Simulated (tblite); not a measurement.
# C3H12GeSSi3: the cost of one run

Computed with tblite 0.8.0 and PySCF 2.14.0, with density-fitted response routines of our own, on a single molecule in the gas phase. Atoms count from 0, in the outputs and in this text.

### 1 The molecule as given

20 atoms, charge 0, multiplicity 1; geometry from: force field or distance geometry start.

Bonds of the start (Å): Si0–C1 1.87, C1–Si2 1.86, Si2–C3 1.81, C3–C4 1.21, C4–Ge5 1.89, Si2–S6 2.12, S6–Si7 2.15, Si0–H8 1.48, Si0–H9 1.45, Si0–H10 1.49, C1–H11 1.09, C1–H12 1.13, Si2–H13 1.48, Ge5–H14 1.55, Ge5–H15 1.55, Ge5–H16 1.53, Si7–H17 1.47, Si7–H18 1.45, Si7–H19 1.47.

### 2 Geometry optimisation with GFN2-xTB

Job settings and geometry (Å):

```
{"job": {"kind": "relax", "xc": "GFN2-xTB", "basis": "xTB"}, "charge": 0, "multiplicity": 1}
Si    -3.034800    -1.316400    -0.047000
C     -1.858300    -0.565100    -1.297000
Si    -0.696900     0.519200    -0.338100
C      0.778400    -0.464400     0.031200
C      1.751600    -1.139700     0.294200
Ge     3.292000    -2.170300     0.675500
S     -0.134100     2.313400    -1.322600
Si     0.762900     3.616800     0.137600
H     -2.759900    -0.697500     1.263500
H     -2.841000    -2.744600     0.123400
H     -4.410100    -0.954400    -0.481200
H     -2.361200    -0.100500    -2.146200
H     -1.251400    -1.451200    -1.637300
H     -1.397300     0.885900     0.914600
H      3.252500    -2.736200     2.115500
H      4.518600    -1.230100     0.593200
H      3.342800    -3.344900    -0.298300
H      1.279000     2.763200     1.215500
H     -0.159800     4.581500     0.712900
H      1.921600     4.245900    -0.512400
```

Run with:

```bash
OMP_NUM_THREADS=1 python probes_run.py task.json out
```

This one command runs all jobs of the session in turn.

**Question.** How long does this first job take on 1 thread of Arm Neoverse V1, shared host, and how much memory does it need?

About 2 s, with a peak of 0.18 GiB.
